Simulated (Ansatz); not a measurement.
Turn this script for the Python package of Ansatz (0.2.0) into the input file that the command-line program reads.

`deck_caf3.py`:
```python
# -*- coding: utf-8 -*-
'''CaF3 from an input typed as a mapping.'''

import ansatz as az
import pandas as pd


def main():
    settings = {
        'crystal': {
            'lattice': [
                [-1.899407, 1.899407, 3.222683],
                [1.899407, -1.899407, 3.222683],
                [1.899407, 1.899407, -3.222683],
            ],
            'atoms': [
                {'symbol': 'Ca', 'position': [0.0, 0.0, 0.0]},
                {'symbol': 'F', 'position': [0.75, 0.25, 0.5]},
                {'symbol': 'F', 'position': [0.25, 0.75, 0.5]},
                {'symbol': 'F', 'position': [0.5, 0.5, 0.0]},
            ],
        },
        'kpoints': {'mp_grid': {'grid': [9, 9, 9]}},
        'hamiltonian': {'xc': 'pbesol'},
        'scf': {'occupations': {'method': 'gaussian', 'width': 0.15}},
        'basis': {'ecutwfc': 510},
        'output': {'forces': True, 'stress': True, 'eigenvalues': True},
    }

    planned = az.Session.from_dict(settings).plan(threads=1, pin='off')
    done = planned.execute()
    rep = done.report

    n_atoms = len(rep['lattice']['sites'])
    print('F =', round(rep['free_energy_ev'], 4), 'eV for', n_atoms, 'atoms')
    print('E(sigma -> 0) =', round(rep['energy_sigma0_ev'], 4), 'eV, TS =', round(rep['entropy_ts_ev'], 5), 'eV')
    print('closed by', rep['closed_by'], 'after', rep['n_iterations'], 'iterations')

    gap = None if 'band_edges_ev' not in rep else rep['band_edges_ev'][1] - rep['band_edges_ev'][0]
    print('gap on the k mesh:', 'withheld (metal, or smearing too wide to tell)' if gap is None else f'{gap:.3f} eV')
    print('lowest empty less highest filled band, by band count:', round(rep['gap_by_band_count_ev'], 3), 'eV')

    fermi = rep['fermi_energy_ev']
    print('levels less the Fermi level (eV) at the first k-points')
    for k, levels in list(zip(rep['kpoints_frac'], rep['eigenvalues_ev']))[:4]:
        print('k = ({:.3f}, {:.3f}, {:.3f})'.format(*k))
        print('   ', ' '.join(f'{e - fermi:.3f}' for e in levels))

    # forces in eV per angstrom
    table = pd.DataFrame(rep['forces_ev_ang'], columns=['fx', 'fy', 'fz'])
    table.insert(0, 'atom', [site['symbol'] for site in rep['lattice']['sites']])
    print(table.round(4).to_string())

    used = rep['setup']
    print('cutoffs (eV):', used['ecut_ev'], used['ecutrho_ev'], ' FFT grid:', used['fft_dense'])
    print('cell volume {:.3f} A^3, {} symmetry operations'.format(used['cell_volume_ang3'], used['n_sym_ops']))


if __name__ == '__main__':
    main()
```

```console
$ python deck_caf3.py
F = -4197.3757 eV for 4 atoms
E(sigma -> 0) = -4197.3219 eV, TS = 0.10755 eV
closed by deck_thresholds after 8 iterations
gap on the k mesh: withheld (metal, or smearing too wide to tell)
lowest empty less highest filled band, by band count: -0.401 eV
levels less the Fermi level (eV) at the first k-points
k = (0.000, 0.000, 0.000)
    -36.501 -20.640 -19.377 -19.121 -17.520 -17.516 -17.516 -2.318 -2.261 -2.261 -1.916 -1.607 -1.607 -0.055 -0.001 -0.001 7.990 8.702 8.841 9.416
k = (0.000, 0.000, 0.111)
    -36.498 -20.625 -19.416 -19.152 -17.530 -17.523 -17.465 -2.694 -2.250 -2.046 -1.842 -1.712 -1.206 -0.307 -0.080 -0.004 8.225 8.981 9.142 9.480
k = (0.000, 0.000, 0.222)
    -36.489 -20.556 -19.515 -19.254 -17.565 -17.532 -17.352 -2.965 -2.571 -1.912 -1.491 -1.473 -0.955 -0.724 -0.123 -0.005 8.631 9.262 9.652 9.724
k = (0.000, 0.000, 0.333)
    -36.480 -20.397 -19.623 -19.449 -17.605 -17.542 -17.244 -3.083 -2.757 -2.199 -1.364 -1.351 -0.758 -0.402 -0.115 0.030 8.931 9.274 9.303 9.864
  atom   fx   fy   fz
0   Ca -0.0  0.0  0.0
1    F  0.0 -0.0  0.0
2    F  0.0 -0.0  0.0
3    F -0.0  0.0 -0.0
cutoffs (eV): 510.0 2040.0  FFT grid: [32, 32, 32]
cell volume 46.506 A^3, 16 symmetry operations
```

`input.yaml`:
```yaml
crystal:
  lattice:
    - [-1.899407, 1.899407, 3.222683]
    - [1.899407, -1.899407, 3.222683]
    - [1.899407, 1.899407, -3.222683]
  atoms:
    - { symbol: Ca, position: [0.0, 0.0, 0.0] }
    - { symbol: F, position: [0.75, 0.25, 0.5] }
    - { symbol: F, position: [0.25, 0.75, 0.5] }
    - { symbol: F, position: [0.5, 0.5, 0.0] }
kpoints:
  mp_grid: { grid: [9, 9, 9] }
hamiltonian:
  xc: pbesol
scf:
  occupations: { method: gaussian, width: 0.15 }
basis:
  ecutwfc: 510
output:
  forces: true
  stress: true
  eigenvalues: true
```

The program run on that file:
```console
$ ansatz run input.yaml --threads 1 --pin off --max-ram 3072MiB --backend cpu --events-out ev --progress --plain --runs-dir out
Engine: ansatz 0.2.0, x86_64-unknown-linux-gnu
Pseudopotentials: kind: paw
Pseudopotential: Ca, paw, valence charge 10, recommended cutoff 420 eV (normal), Ca.paw.azcp
Pseudopotential: F, paw, valence charge 7, recommended cutoff 420 eV (normal), F.paw.azcp
Functional definition: PBEsol
  exchange = pbesol_x
  correlation = pbesol_c
Crystal: 4 atoms, lattice volume = 46.506 Å³
Basis set: ecut = 510 eV, 1215 PW (Γ), exchange–correlation on 64×64×64 points (8 copies of the dense FFT grid, shifted against one another)
Bands: 20, of which v1, the nominal top of the filled ones, is band 16 counted from 1 (15 counted from 0)
Symmetry: 16 space group operations
Space group: I4/mmm (ITA 139), of the structure as read, at distance tolerance 3.6e-5 Å
k-points: 75 of 729
Non-local potential: Ca, projectors of the file, l = 0: 3, l = 1: 2, l = 2: 2
Non-local potential: F, projectors of the file, l = 0: 2, l = 1: 2, l = 2: 1
PAW form: soft (Blöchl's): semilocal exchange-correlation on the pseudo side does not see the compensation charge
PAW frozen core: Ca, regenerated for the run's functional, and the local potential with it (the file was generated under x = pbe(κ = 0.804, μ = 0.2195149727645171), c = pbe(β = 0.06672455060314922))
PAW frozen core: F, regenerated for the run's functional, and the local potential with it (the file was generated under x = pbe(κ = 0.804, μ = 0.2195149727645171), c = pbe(β = 0.06672455060314922))
PAW one-centre angular grid: Ca, 110 points (default); XC on 64 Gauss nodes
PAW one-centre angular grid: F, 110 points (default); XC on 64 Gauss nodes
Initial density: superposition of atomic densities (neutral atoms: chi_scale 0, normalization atom), corrected by the library's trained network
Initial wavefunctions: pseudopotential atomic-orbital guess
Functional: x = pbesol(κ = 0.804, μ = 0.12345679012345678), c = pbesol(β = 0.046)
SCF iter   1: F=—  HF=-4197.404105 eV  |F-HF|=—  |Δ(HF+E_count)|=         —  Δρ=2.14e-2  dr2=1.55e-1  ethr=1.77e-3  ⟨swp⟩=6.8  Hψ=8021  notcnv=0
preconditioner: auto → Kerker (q_TF=auto, 2.550 Å⁻¹)  [metal: Δε(μ)=0.005 eV  Ē_g=17.022 eV  σ=0.150 eV  W_gap=0.02  n_scr=14 (ndim 8)  ℏωp=29.3 eV  f_vac=0.001  D(μ)=9.17/eV (n_scr^D=154)]
SCF iter   2: F=—  HF=-4197.379558 eV  |F-HF|=—  |Δ(HF+E_count)|=   2.45e-2  Δρ=7.81e-3  dr2=2.87e-2  ethr=5.01e-4  ⟨swp⟩=1.0  Hψ=2100  notcnv=0
SCF iter   3: F=—  HF=-4197.375798 eV  |F-HF|=—  |Δ(HF+E_count)|=   3.76e-3  Δρ=1.87e-3  dr2=1.24e-3  ethr=9.27e-5  ⟨swp⟩=1.0  Hψ=1503  notcnv=0
SCF iter   4: F=—  HF=-4197.375671 eV  |F-HF|=—  |Δ(HF+E_count)|=   1.28e-4  Δρ=5.91e-4  dr2=1.92e-4  ethr=4.00e-6  ⟨swp⟩=1.0  Hψ=1500  notcnv=0
SCF iter   5: F=—  HF=-4197.375655 eV  |F-HF|=—  |Δ(HF+E_count)|=   1.56e-5  Δρ=2.17e-4  dr2=1.63e-5  ethr=6.20e-7  ⟨swp⟩=1.0  Hψ=1500  notcnv=0
SCF iter   6: F=—  HF=-4197.375656 eV  |F-HF|=—  |Δ(HF+E_count)|=   1.35e-6  Δρ=1.75e-4  dr2=7.36e-6  ethr=5.26e-8  ⟨swp⟩=2.0  Hψ=2490  notcnv=0
SCF iter   7: F=—  HF=-4197.375656 eV  |F-HF|=—  |Δ(HF+E_count)|=   2.77e-7  Δρ=3.02e-5  dr2=2.56e-7  ethr=2.37e-8  ⟨swp⟩=1.0  Hψ=1500  notcnv=0
SCF iter   8: F=-4197.375656 eV  HF=-4197.375656 eV  |F-HF|=2.01e-8  |Δ(HF+E_count)|=   9.51e-8  Δρ=1.01e-5  dr2=3.75e-8  ethr=3.23e-10  ⟨swp⟩=4.9  Hψ=6661  notcnv=0
SCF 1 converged in 8 iterations: F = -4197.375656 eV  dr2 = 3.75e-8
  greatest PAW one-centre occupation: 0.995 electrons in one spin orbital (limit 2), on the Ca atom at site 0 (counted from 0), in its partial waves of l = 0
SCF converged after 8 iterations
Free energy (F): -4197.375656 eV
Harris-Foulkes:  -4197.375656 eV  (|F-HF|=2.01e-8)
Internal energy: -4197.268106 eV  (E = F + TS)
E sigma→0 (E₀):  -4197.321881 eV
Entropy (-TS):   -0.107550 eV (-26.887 meV/atom)
Fermi energy:    3.617692 eV
--- Per-component energies (eV) ---
  E_band       = -208.342995
  E_kinetic    = 889.050374
  E_local      = -2050.053702  (includes V_loc(G=0)·N_el)
  E_nonlocal   = 286.859773
  E_hartree    = 698.997426
  E_xc         = -369.956545
  E_vxc        = -472.209864  (∫ρ·V_xc dr)
  E_paw        = -1415.971369  (= ΣΔE_a)
  E_vpaw       = -259.988925  (= ΣTr[D̂ρ^β])
  E_aug_tail   = 0.002514  (compensation charges beyond the density's cutoff)
  E_ewald      = -2236.442699
  E_core_change = 0.246122  (= ΣΔE_core)
  E_smearing   = -0.107550  (= −TS)
  E_closure    = -0.000000  (closes the sum)
  Σ components = -4197.375656   (vs F -4197.375656, Δ=0.00e0)
--- Forces (eV/Å), atoms counted from 1 ---
  atom   1  Ca    -0.00000000     0.00000000     0.00000000
  atom   2  F      0.00000000    -0.00000000     0.00000000
  atom   3  F      0.00000000    -0.00000000     0.00000000
  atom   4  F     -0.00000000     0.00000000    -0.00000000
  max |Σ_I F_I| component: 1.21e-17 eV/Å
--- Stress (GPa, compression-positive) ---
       -3.121478       0.000000       0.000000
        0.000000      -3.121478      -0.000000
       -0.000000      -0.000000      -4.347322
  P = ⅓ Tr σ = -3.5301 GPa (-35.301 kbar)
--- Band table (eV; the first three rows and the last of 75) ---
  k-point 0: bands = ["-32.8834", "-17.0219", "-15.7590", "-15.5032", "-13.9019", "-13.8984", "-13.8984", "1.2995", "1.3568", "1.3568", "1.7014", "2.0102", "2.0102", "3.5629", "3.6165", "3.6165", "11.6079", "12.3194", "12.4583", "13.0337"]
  k-point 1: bands = ["-32.8801", "-17.0069", "-15.7986", "-15.5340", "-13.9124", "-13.9053", "-13.8475", "0.9235", "1.3679", "1.5719", "1.7757", "1.9061", "2.4122", "3.3106", "3.5377", "3.6138", "11.8427", "12.5991", "12.7593", "13.0976"]
  k-point 2: bands = ["-32.8716", "-16.9386", "-15.8970", "-15.6364", "-13.9477", "-13.9142", "-13.7346", "0.6531", "1.0469", "1.7058", "2.1265", "2.1448", "2.6625", "2.8941", "3.4947", "3.6131", "12.2490", "12.8794", "13.2695", "13.3418"]
  k-point 74: bands = ["-32.8668", "-16.7661", "-16.1913", "-15.8815", "-13.9328", "-13.8922", "-13.4251", "0.7904", "0.9268", "1.5325", "2.2773", "2.7029", "3.0827", "3.2669", "3.3105", "3.3208", "11.6018", "12.0889", "12.8918", "13.2108"]
```

Reading the output:
- Absolute energies stand on the zero of these potentials, so only differences at equal settings mean something. A total without «per atom» is that of the cell as typed.
- The cell holds an odd number of electrons and is run without spin, so a magnetic state may lie lower.
- For a metal this k-point mesh is coarse: on a finer one energies can move by several to tens of meV an atom and pressures by half a GPa or more, differences at one mesh by less.
- A gap by band count of zero or less means overlapping bands, a metal, and at an odd count of electrons it is no gap at all.
- This cell is a computed structure, which may not be the phase found in nature.
- Levels are Kohn-Sham eigenvalues on this mesh.
- Timing: 3.3 s on 1 thread of Intel(R) Xeon(R) 6975P-C (Granite Rapids) (shared host), peak memory 0.47 GiB.

(A comment or docstring line of the script was reworded after the run, the code is as it ran; lines on the test bed's own set-up are left out of the output.)
